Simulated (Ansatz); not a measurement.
Relaxation of a periodic cell of 17 atoms, TiSi₁₆ (host Si, host structure diamond, interstitial Ti), to a largest force component of 0.03 eV/Å in at most 60 steps.

All numbers below come from DFT PBE, scalar-relativistic, plane waves, PAW in Ansatz 0.2.0. Settings: PAW set soft_1, cutoff 420 eV, k mesh 2x2x2, fermi-dirac smearing 0.02 eV, no spin polarisation.

```xyz
17
Lattice="0.0000 5.4300 5.4300 5.4300 0.0000 5.4300 5.4300 5.4300 0.0000" Properties=species:S:1:pos:R:3
Si 0.000 0.000 0.000
Si 1.357 1.357 1.357
Si 2.715 2.715 0.000
Si 4.072 4.072 1.357
Si 2.715 0.000 2.715
Si 4.072 1.357 4.072
Si 5.430 2.715 2.715
Si 6.787 4.072 4.072
Si 0.000 2.715 2.715
Si 1.357 4.072 4.072
Si 2.715 5.430 2.715
Si 4.072 6.787 4.072
Si 2.715 2.715 5.430
Si 4.072 4.072 6.787
Si 5.430 5.430 5.430
Si 6.787 6.787 6.787
Ti 8.033 8.188 8.157
```

**Question.** Where does it end, and by what steps?

**Answer.** The run converged. Limits of this set-up: coarse k mesh, a small cell, in which the defect meets its images. After 3 steps the energy has fallen by 0.498 eV; Ti17 moved furthest, 0.12 Å.

```tsv
step	energy less start (eV)	largest force component (eV/Å)	accepted
0	0.0000	1.906	yes
1	-0.4558	0.600	yes
2	-0.4972	0.045	yes
3	-0.4979	0.005	yes
```

```xyz
17
Lattice="0.0000 5.4300 5.4300 5.4300 0.0000 5.4300 5.4300 5.4300 0.0000" Properties=species:S:1:pos:R:3
Si -0.007 0.003 0.003
Si 1.335 1.345 1.343
Si 2.709 2.716 0.037
Si 4.081 4.091 1.343
Si 2.710 0.039 2.714
Si 4.081 1.344 4.090
Si 5.387 2.716 2.715
Si 6.739 4.117 4.116
Si 0.028 2.719 2.716
Si 1.334 4.092 4.091
Si 2.707 5.397 2.716
Si 4.110 6.745 4.119
Si 2.708 2.718 5.396
Si 4.111 4.122 6.743
Si 5.426 5.431 5.426
Si 6.735 6.744 6.743
Ti 8.140 8.147 8.144
```

Whether the end is a true minimum wasn't checked by a vibrational analysis.

Time of the run: 29 s on 1 thread of Arm Neoverse V1 (shared host), peak memory 0.55 GiB.
